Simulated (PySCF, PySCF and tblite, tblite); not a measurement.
# C₅H₁₅AlOSe: conformers and averaged spectra, part 3 of 3

PySCF and tblite. Atoms count from 0. Earlier steps stand in the parts before.

### 11 Single-point energy, conformer 2: CAM-B3LYP/pcseg-1

Job settings and geometry (Å):

```
{"job": {"xc": "CAM-B3LYP", "basis": "pcseg-1", "kind": "sp"}, "charge": 0, "multiplicity": 1}
C      1.143603     2.294492    -1.294622
C      0.729471     0.846185    -1.082698
C     -0.421082     0.728925    -0.100624
Se     0.130530     1.165772     1.774525
C      1.404209    -0.286132     2.025093
O     -0.973344    -0.558956    -0.129515
C     -2.294403    -0.636374     0.367396
Al    -0.347430    -2.316536    -0.514643
H      1.992706     2.346273    -1.969886
H      1.427253     2.749341    -0.346919
H      0.326315     2.872264    -1.721040
H      1.575054     0.257995    -0.723212
H      0.401268     0.397793    -2.025787
H     -1.197589     1.472069    -0.334410
H      1.491752    -0.456370     3.094804
H      2.371101    -0.005624     1.614765
H      1.013035    -1.180248     1.534763
H     -2.573091    -1.691050     0.349456
H     -2.976361    -0.061940    -0.264874
H     -2.338456    -0.264508     1.395310
H     -1.426930    -2.608813    -1.627895
H     -0.608528    -2.948245     0.915469
H      1.146163    -2.089330    -0.925379
```

The log of the run:

```text
coarse grid: 81848 points
cycle   1  E = -2918.3237842714  dE = -1.296e-01  |g| = 4.781e-01  |ddm| = 4.453e+00
cycle   2  E = -2918.3344280897  dE = -1.064e-02  |g| = 4.915e-01  |ddm| = 8.217e-01
cycle   3  E = -2918.3822227579  dE = -4.779e-02  |g| = 5.730e-02  |ddm| = 3.775e-01
cycle   4  E = -2918.3828501999  dE = -6.274e-04  |g| = 2.654e-02  |ddm| = 7.042e-02
cycle   5  E = -2918.3830141485  dE = -1.639e-04  |g| = 6.269e-03  |ddm| = 3.021e-02
cycle   6  E = -2918.3830233163  dE = -9.168e-06  |g| = 2.130e-03  |ddm| = 8.524e-03
final grid: 172792 points
cycle   7  E = -2918.3828900507  dE =  1.896e-07  |g| = 2.609e-03  |ddm| = 4.877e-03
cycle   8  E = -2918.3828891813  dE =  8.694e-07  |g| = 3.286e-03  |ddm| = 5.184e-03
cycle   9  E = -2918.3828915976  dE = -2.416e-06  |g| = 1.723e-04  |ddm| = 2.904e-03
cycle  10  E = -2918.3828916043  dE = -6.677e-09  |g| = 3.338e-05  |ddm| = 1.699e-04
cycle  11  E = -2918.3828916048  dE = -5.111e-10  |g| = 1.864e-05  |ddm| = 1.060e-04
converged SCF energy = -2918.3828916048
```

Run time: 31 s. Hardware: 1 thread of Arm Neoverse V1, shared host; peak memory 1.2 GiB.

In short: HOMO -7.96 eV, LUMO 1.21 eV; dipole 3.70 D.

### 12 Averages: properties at KT3/cc-pVDZ

Job settings and geometry (Å):

```
{"job": {"study": "conf", "smiles": "CC[C@H]([Se]C)[O+](C)[AlH3-]", "search": {"seed": 6962, "n_embed": 150, "ff_keep": 22, "window": 4.0, "nmax": 8, "temps": [180, 200, 298.15, 450, 500], "t_ref": 298.15, "order": 0.001, "w0": 100.0}, "level": {"nmr": {"xc": "KT3", "basis": "cc-pVDZ", "grid": 1, "scf": {"guess": "atom"}}, "sp": {"xc": "CAM-B3LYP", "basis": "pcseg-1"}, "change": "KT3/cc-pVDZ; energies CAM-B3LYP/pcseg-1; grid level 1; guess atom", "top": 4}, "kind": "conf"}, "charge": 0, "multiplicity": 1}
C     -1.774682    -1.501286     0.871453
C     -0.740155    -1.495377    -0.246368
C     -0.610020    -0.118874    -0.869744
Se     0.702356    -0.118182    -2.385913
C      2.302139    -0.536085    -1.354962
O     -0.218292     0.833812     0.077587
C     -0.536132     2.165145    -0.273566
Al     0.743092     0.822912     1.725841
H     -1.886269    -2.507163     1.266673
H     -2.742987    -1.161399     0.508406
H     -1.449491    -0.847755     1.683149
H     -1.021730    -2.197577    -1.034391
H      0.227600    -1.791910     0.160607
H     -1.561080     0.183770    -1.331685
H      2.360606    -1.607509    -1.182497
H      2.261600     0.011143    -0.411116
H      3.156263    -0.207415    -1.940878
H     -0.081077     2.425136    -1.234367
H     -0.123337     2.802626     0.509533
H     -1.619500     2.300672    -0.327247
H     -0.447730     1.415268     2.579653
H      1.886449     1.827947     1.293405
H      1.167624    -0.670915     1.926505
```

The log of the run:

```text
conformer  sym    E(xTB)   E(DFT)   G(298.15 K)  weight  dipole/D
    1     C1      0.000    0.000    0.000   0.5398    3.505
    2     C1      0.962    0.356    0.094   0.4602    3.696

mean shielding (ppm) by class
class atoms           180 K      200 K   298.15 K      450 K      500 K
  0 C  0            180.631     180.66    180.745    180.797    180.806
  1 C  1            160.975    161.016    161.134    161.208     161.22
  2 C  2             97.767     97.722     97.591      97.51     97.496
  3 Se 3           1658.565   1659.726    1663.11   1665.194   1665.543
  4 C  4            182.909    182.922    182.959    182.982    182.986
  5 O  5            296.132    295.984    295.552    295.286    295.241
  6 C  6            137.758     137.76    137.764    137.767    137.767
  7 Al 7            474.788    474.768     474.71    474.674    474.669
  8 H  8,9,10        30.634     30.637     30.643     30.646     30.647
  9 H  11            29.583     29.576     29.556     29.544     29.542
 10 H  12            29.062     29.078     29.126     29.156     29.161
 11 H  13            27.258     27.259     27.263     27.265     27.265
 12 H  14,15,16      29.542     29.542     29.544     29.545     29.545
 13 H  17,18,19      27.843     27.843     27.841      27.84      27.84
 14 H  20,21,22      27.539     27.539      27.54     27.541     27.541
```

It took 2.8 min on 1 thread of Arm Neoverse V1, shared host. This counts the runs that the step sums up.

Against the first level, at 298 K (shieldings, ppm; largest changes first):

```
        atoms  KT3/6-31G*  KT3/cc-pVDZ  change
          Se3        1683         1663     -20
          Al7       468.7        474.7    +6.0
           C4       179.9        183.0    +3.1
           C0       178.5        180.7    +2.2
           C2        99.7         97.6    -2.1
           C6       136.2        137.8    +1.6
           C1       160.0        161.1    +1.1
H17, H18, H19       28.65        27.84   -0.81
H14, H15, H16       30.34        29.54   -0.80
  H8, H9, H10       31.37        30.64   -0.73
```

Weights: from B3LYP/def2-SVP energies 1: 53 %, 2: 47 %; from CAM-B3LYP/pcseg-1 energies 1: 54 %, 2: 46 % (with a dispersion term where the level has one and the same thermal terms, so they don't follow from the SCF energies alone). Times: 3.5 min and 2.8 min.

### 13 What came out

This closing draws on all 3 parts.

| quantity | value |
| --- | --- |
| conformers | 2; the first in weight is no. 1 (C1), 53 % at 298 K |
| root-mean-square dipole | 3.68 D |
| averaged ¹³C shifts (KT3/6-31G*) | 93.3, 56.9, 33.0, 14.5, 13.2 ppm |
| averaged ¹H shifts (KT3/6-31G*) | 4.71, 4.59, 3.91, 2.71, 2.37, 2.22, 1.19 ppm |

What this shows: Conformer 1 leads with 53 % at 298 K, and its share goes from 59 % at 180 K to 50 % at 500 K. Among conformers over 5 %, H12 differs by 0.94 ppm, while the average moves by 0.08 ppm from 180 to 500 K. Spin-orbit coupling is left out, which matters at and beside the heavy atoms. Between KT3/6-31G* and KT3/cc-pVDZ, Se3 changes most, by 20 ppm of raw shielding; the energies behind both averages, dispersion terms included where typed, rank the same conformer first.
